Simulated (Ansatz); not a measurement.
# La3AlN4: the cell at several levels of theory

Cell and atoms of an ordered 8-atom cell of La3AlN4 on the wurtzite lattice (Pm) are relaxed in turn with PBE and r2SCAN. This is a trial cell built on a prototype, not taken from a measured structure, and it needn't be the compound's ground state.

Code: Ansatz 0.2.0. PAW datasets, plane waves, zero pressure. No spin polarisation and no zero-point or thermal motion; the cell was built from a prototype and may be hypothetical.

### Step 1. The structure to begin with

It is monoclinic, Pm (No. 6); a = 6.405 Å, b = 3.922 Å, c = 6.794 Å, β = 90.0° in the conventional setting, 21.33 Å³ an atom. Near Al stand 4 N at 2.40 Å; near La stand 4 N at 2.40 Å; near N stand 3 La at 2.40 Å and 1 Al at 2.40 Å.

Structure file:

Space group Pm (No. 6). a = 6.405 Å, b = 3.922 Å, c = 6.794 Å, α = 90.00°, β = 90.00°, γ = 90.00°
```tsv
atom	site	symmetry	x	y	z
Al	1a	m	0.0000	0.0000	0.6667
La	1b	m	0.0000	0.5000	0.1667
La	1b	m	0.5000	0.5000	0.8333
La	1a	m	0.5000	0.0000	0.3333
N	1a	m	0.6250	0.0000	0.6667
N	1b	m	0.6250	0.5000	0.1667
N	1b	m	0.1250	0.5000	0.8333
N	1a	m	0.1250	0.0000	0.3333
```

### Step 2. PBE: cell and atoms

File input.yaml:

```yaml
crystal:
  lattice:
    - [6.4050268209, 0.0, 0.0]
    - [0.0, 3.9222454506, 0.0]
    - [0.0, 0.0, 6.7935284002]
  atoms:
    - { symbol: Al, position: [0.0, 0.0, 0.6666666667] }
    - { symbol: La, position: [0.0, 0.5, 0.1666666667] }
    - { symbol: La, position: [0.5, 0.5, 0.8333333333] }
    - { symbol: La, position: [0.5, 0.0, 0.3333333333] }
    - { symbol: "N", position: [0.625, 0.0, 0.6666666667] }
    - { symbol: "N", position: [0.625, 0.5, 0.1666666667] }
    - { symbol: "N", position: [0.125, 0.5, 0.8333333333] }
    - { symbol: "N", position: [0.125, 0.0, 0.3333333333] }
kpoints:
  mp_grid: { grid: [4, 6, 4] }
hamiltonian:
  xc: pbe
scf:
  occupations: { method: fermi_dirac, width: 0.02 }
relax:
  f_tol: 0.005
  cell: {}
```

Launch:

```console
$ ansatz run input.yaml --threads 4 --pin off --max-ram 6451MiB --backend cpu --events-out ev --progress --plain --runs-dir out
```

After this run come: Relaxing with r2SCAN.

What does the calculation give? Wanted: for each run, a; b; c; β; volume; space group; SCF geometries.

**Answer**, as computed:

```
 level  a (Å)  b (Å)  c (Å)   β (°)  volume (Å³/atom)  space group  SCF geometries
   PBE  5.789  3.788  6.870  91.236            18.825           Pm              14
r2SCAN  5.767  3.750  6.876  91.501            18.583           Pm               9
```

The first relaxation changed the volume by -11.8 % from the start. r2SCAN gives the smallest cell and PBE the largest; they differ by 1.3 % in volume, a mean of 0.4 % in length.
